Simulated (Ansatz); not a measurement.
**Molecular dynamics of Li5Mn4Co2O12, charge -1**

Input file:

```yaml
accuracy: low
crystal:
  lattice:
    - [-7.403294, -4.631513, 0.0]
    - [2.880544, -4.631513, 0.0]
    - [1.471861, 0.375828, 4.928955]
  atoms:
    - { symbol: Li, position: [0.084891, 0.227352, 0.50739] }
    - { symbol: Li, position: [0.25, 0.75, 0.5] }
    - { symbol: Mn, position: [0.1674055, 0.4996495, 0.999277], spin: 3.5 }
    - { symbol: Mn, position: [0.8325945, 0.5003505, 0.000723], spin: 3.5 }
    - { symbol: Co, position: [0.5, 0.5, 0.0], spin: 1.8 }
    - { symbol: O, position: [0.370826, 0.61029, 0.233666] }
    - { symbol: O, position: [0.035819, 0.63553, 0.215927] }
    - { symbol: O, position: [0.710149, 0.610269, 0.237223] }
    - { symbol: O, position: [0.964181, 0.36447, 0.784073] }
    - { symbol: O, position: [0.629174, 0.38971, 0.766334] }
    - { symbol: O, position: [0.289851, 0.389731, 0.762777] }
    - { symbol: Li, position: [0.415109, 0.272648, 0.49261] }
    - { symbol: Li, position: [0.584891, 0.727352, 0.50739] }
    - { symbol: Li, position: [0.75, 0.25, 0.5] }
    - { symbol: Mn, position: [0.6674055, 0.9996495, 0.999277], spin: 3.5 }
    - { symbol: Mn, position: [0.3325945, 0.0003505, 0.000723], spin: 3.5 }
    - { symbol: Co, position: [0.0, 0.0, 0.0], spin: 1.8 }
    - { symbol: O, position: [0.870826, 0.11029, 0.233666] }
    - { symbol: O, position: [0.535819, 0.13553, 0.215927] }
    - { symbol: O, position: [0.210149, 0.110269, 0.237223] }
    - { symbol: O, position: [0.464181, 0.86447, 0.784073] }
    - { symbol: O, position: [0.129174, 0.88971, 0.766334] }
    - { symbol: O, position: [0.789851, 0.889731, 0.762777] }
magnetization:
  spin_polarized: true
total_charge: -1
basis:
  ecutwfc: 420.0
kpoints:
  mp_grid: { grid: [1, 2, 2] }
hamiltonian:
  xc: pbesol
scf:
  occupations: { method: fermi_dirac, width: 0.05 }
  lower_state_search: "off"
md:
  timestep: 1
  n_steps: 130
  ensemble: nvt_nose_hoover
  temperature: 1500.0
  initial_velocities: maxwell_boltzmann
  seed: 792874
  nose_hoover: { tau: 200.0, chain_length: 3 }
```

Launched with:

```bash
$ ansatz run input.yaml --threads 2 --pin off --max-ram 5120MiB --backend cpu --events-out ev --progress --plain --runs-dir out
```

It starts from an unrelaxed structure (largest force component 1.64 eV/Å).

Output, in part (step lines):

```
md step     0: t =     0.00 fs  T =  1500.0 K  F+E_penalty+E_count = -33403.42832493 eV  E_kin = 4.265580 eV  conserved = -33399.16274496 eV  (35 SCF iters)
md step     1: t =     1.00 fs  T =  1513.9 K  F+E_penalty+E_count = -33403.46797134 eV  E_kin = 4.305169 eV  conserved = -33399.16280249 eV  (19 SCF iters)
md step     2: t =     2.00 fs  T =  1519.9 K  F+E_penalty+E_count = -33403.48499424 eV  E_kin = 4.322131 eV  conserved = -33399.16286047 eV  (19 SCF iters)
md step     3: t =     3.00 fs  T =  1517.5 K  F+E_penalty+E_count = -33403.47836558 eV  E_kin = 4.315445 eV  conserved = -33399.16291375 eV  (19 SCF iters)
md step     4: t =     4.00 fs  T =  1506.6 K  F+E_penalty+E_count = -33403.44722097 eV  E_kin = 4.284248 eV  conserved = -33399.16295819 eV  (19 SCF iters)
md step     5: t =     5.00 fs  T =  1486.8 K  F+E_penalty+E_count = -33403.39094624 eV  E_kin = 4.227938 eV  conserved = -33399.16298635 eV  (20 SCF iters)
md step     6: t =     6.00 fs  T =  1458.0 K  F+E_penalty+E_count = -33403.30928474 eV  E_kin = 4.146268 eV  conserved = -33399.16298926 eV  (20 SCF iters)
md step     7: t =     7.00 fs  T =  1420.5 K  F+E_penalty+E_count = -33403.20245591 eV  E_kin = 4.039471 eV  conserved = -33399.16295737 eV  (20 SCF iters)
[... lines left out ...]
```

The steps, from the saved trajectory:

```csv
time (fs),T (K),potential energy less start (eV),conserved less start (meV/atom)
0.0,1500,0.000,0.00
4.0,1507,-0.019,-0.01
8.0,1374,0.357,-0.01
12.0,1119,1.083,0.03
16.0,818,1.942,0.08
20.0,588,2.599,0.13
24.0,519,2.795,0.13
28.0,616,2.524,0.08
32.0,786,2.041,0.03
36.0,922,1.661,0.01
40.0,980,1.504,0.03
44.0,980,1.514,0.04
48.0,945,1.621,0.05
52.0,897,1.770,0.07
56.0,853,1.905,0.07
60.0,823,2.000,0.07
64.0,810,2.049,0.07
68.0,815,2.045,0.07
72.0,843,1.980,0.07
76.0,907,1.813,0.07
80.0,1004,1.552,0.06
84.0,1106,1.284,0.05
88.0,1177,1.101,0.02
92.0,1176,1.127,0.02
96.0,1098,1.374,0.05
100.0,1010,1.648,0.11
104.0,1012,1.665,0.12
108.0,1126,1.364,0.07
112.0,1261,1.007,0.02
116.0,1316,0.882,0.01
120.0,1273,1.035,0.04
124.0,1182,1.324,0.07
128.0,1146,1.454,0.07
```

All steps were run. The conserved energy stayed within 0.14 meV per atom of its start (net change 0.067 meV per atom), so the integration is sound. The mean temperature of the second half is 28 % below the set value. A run of 0.13 ps of so small a system gives no equilibrium averages. No Hubbard correction was used and the magnetic state wasn't searched. Limits of this set-up: coarse k mesh, low accuracy level, charged cell in a uniform background, uncorrected.

Mean squared displacements from the first frame to the last, about the centre of mass: Li 0.12 Å², Mn 0.02 Å², Co 0.04 Å², O 0.11 Å².

Last frame:

```xyz
23
Lattice="-7.4033 -4.6315 0.0000 2.8805 -4.6315 0.0000 1.4719 0.3758 4.9290" Properties=species:S:1:pos:R:3
Li 1.020 -1.498 2.288
Li 1.421 -4.279 2.483
Mn 1.590 -2.777 4.848
Mn -4.744 -6.166 -0.031
Co -2.266 -4.637 -0.013
O -0.563 -4.549 1.276
O 1.680 -2.598 1.148
O -3.031 -5.728 1.179
O -4.840 -5.834 3.726
O -2.257 -4.651 3.852
O -0.123 -2.804 3.764
Li -1.204 -2.805 2.378
Li -1.560 -5.624 2.467
Li -4.033 -4.613 2.543
Mn -0.632 -7.321 5.138
Mn -2.533 -1.606 -0.008
Co 0.036 -0.093 -0.262
O -5.598 -4.640 0.980
O -3.327 -2.747 1.480
O -0.744 -1.461 1.079
O 0.363 -6.260 3.960
O 2.653 -4.197 3.866
O -2.308 -7.252 4.056
```

Run time: 32 min on 2 threads of Arm Neoverse V1, with other jobs on the host, peak memory 1.2 GiB.
